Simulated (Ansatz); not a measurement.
# C2H9AlBN: a ladder of functionals and wavefunction methods

How much do the methods differ for C2H9AlBN? The plan is to run it at one geometry with functionals of several rungs and with coupled cluster. The yardstick is the atomisation energy at the CCSD(T) limit.

Method: functionals in def2-TZVPP, the program's frozen cores in correlated methods; program: Ansatz 0.2.0, Gaussian basis.

Plan: PBE-D4, r2SCAN-D4, PBE0-D4, B3LYP-D4, ωB97X-V, ωB97M-V, B2PLYP; CCSD(T)/def2-TZVPP; MP2/def2-QZVPP; extrapolation to the limit.

### 1 The relaxed structure

All runs share one geometry, relaxed beforehand with PBE0-D4 in a triple-zeta def2 set.

SMILES `CB[NH][AlH][CH3]`, 14 atoms, charge 0, spin multiplicity 1.

Atoms are counted from 1 here; the program's logs count them from 0.

Bond lengths: C1–B2 1.569 Å, C1–H6 1.092 Å, C1–H7 1.096 Å, C1–H8 1.096 Å, B2–N3 1.413 Å, B2–H9 1.207 Å, N3–Al4 1.805 Å, N3–H10 1.012 Å, Al4–C5 1.948 Å, Al4–H11 1.582 Å, C5–H12 1.093 Å, C5–H13 1.095 Å, C5–H14 1.095 Å. Angles: B2–C1–H6 115.5°, B2–C1–H7 109.7°, B2–C1–H8 109.7°, H6–C1–H7 108.2°, H6–C1–H8 108.2°, H7–C1–H8 105.1°, C1–B2–N3 123.7°, C1–B2–H9 118.6°, N3–B2–H9 117.7°, B2–N3–Al4 131.4°, B2–N3–H10 113.3°, Al4–N3–H10 115.3°, N3–Al4–C5 118.0°, N3–Al4–H11 119.5°, C5–Al4–H11 122.5°, Al4–C5–H12 113.4°, Al4–C5–H13 110.8°, Al4–C5–H14 110.8° and more.

As a file:

```xyz
14

C    -2.4747    0.1340   -0.3780
B    -1.3052   -0.6742   -1.0419
N     0.0444   -0.5750   -0.6357
Al    0.8335    0.4105    0.6541
C     2.7610    0.2469    0.8795
H    -2.1833    0.7972    0.4394
H    -2.9874    0.7342   -1.1386
H    -3.2356   -0.5591   -0.0008
H    -1.5643   -1.4243   -1.9513
H     0.6685   -1.1654   -1.1714
H    -0.0498    1.3672    1.5526
H     3.2197   -0.4629    0.1867
H     3.2521    1.2154    0.7369
H     3.0082   -0.0736    1.8971
```

### 2 PBE-D4 (GGA)

in.yaml reads:

```yaml
crystal:
  periodic: [false, false, false]
  atoms:
    - {symbol: C, position_ang: [-2.474655, 0.133956, -0.378023]}
    - {symbol: B, position_ang: [-1.305194, -0.674248, -1.041854]}
    - {symbol: N, position_ang: [0.044402, -0.574955, -0.635689]}
    - {symbol: Al, position_ang: [0.833503, 0.410542, 0.654103]}
    - {symbol: C, position_ang: [2.761025, 0.246935, 0.879545]}
    - {symbol: H, position_ang: [-2.183305, 0.797203, 0.439403]}
    - {symbol: H, position_ang: [-2.987388, 0.734174, -1.138624]}
    - {symbol: H, position_ang: [-3.235553, -0.559144, -0.000836]}
    - {symbol: H, position_ang: [-1.564320, -1.424340, -1.951293]}
    - {symbol: H, position_ang: [0.668458, -1.165376, -1.171432]}
    - {symbol: H, position_ang: [-0.049767, 1.367203, 1.552600]}
    - {symbol: H, position_ang: [3.219702, -0.462924, 0.186736]}
    - {symbol: H, position_ang: [3.252097, 1.215448, 0.736936]}
    - {symbol: H, position_ang: [3.008194, -0.073574, 1.897127]}
basis:
  gaussian: {orbitals: def2-TZVPP}
hamiltonian: {xc: pbe, dispersion: d4}
output: {forces: true, orbitals: {seedname: orbitals}}
```

On the command line:

```console
> ansatz run in.yaml --threads 4 --pin off --events-out ev --progress --plain --max-ram 10444MiB
```

Further steps of the session: r2SCAN-D4 (meta-GGA); PBE0-D4 (hybrid); B3LYP-D4 (hybrid); ωB97X-V (range-separated); ωB97M-V (range-separated); B2PLYP (double hybrid); CCSD(T) in def2-TZVPP; MP2 in def2-QZVPP.

Before running them: what should the planned runs give, taken together? Wanted: atomisation energy, CCSD(T)/CBS; farthest; mean size of error, hybrid; mean size of error, range-separated; gap, smallest and largest; T1 diagnostic; triples share of the correlation energy.

As calculated:

| quantity | value |
| --- | --- |
| atomisation energy, CCSD(T)/CBS | 5150.2 kJ/mol |
| functionals within 25.8 kJ/mol (0.5 %) | r2SCAN-D4, PBE0-D4, ωB97X-V |
| farthest | PBE-D4 (+64.5 kJ/mol) |
| mean size of error, hybrid | 19.5 kJ/mol |
| mean size of error, range-separated | 26.7 kJ/mol |
| gap, smallest and largest | 5.14 eV (PBE-D4), 11.67 eV (ωB97X-V) |
| T1 diagnostic | 0.0106 |
| triples share of the correlation energy | 3.6 % |

**Reading.** PBE-D4 is off by +64.5 kJ/mol. Double hybrids carry the basis error of their MP2 part in triple zeta, and no dispersion term here, so their miss is partly the set-up's. Misses under about 25.8 kJ/mol are within the doubt on the reference itself, which lacks core-valence correlation, relativity and higher excitations. Hartree-Fock recovers 76 % of the binding; the rest is correlation. Orbital gaps span 5.1 to 11.7 eV; exact exchange widens them.
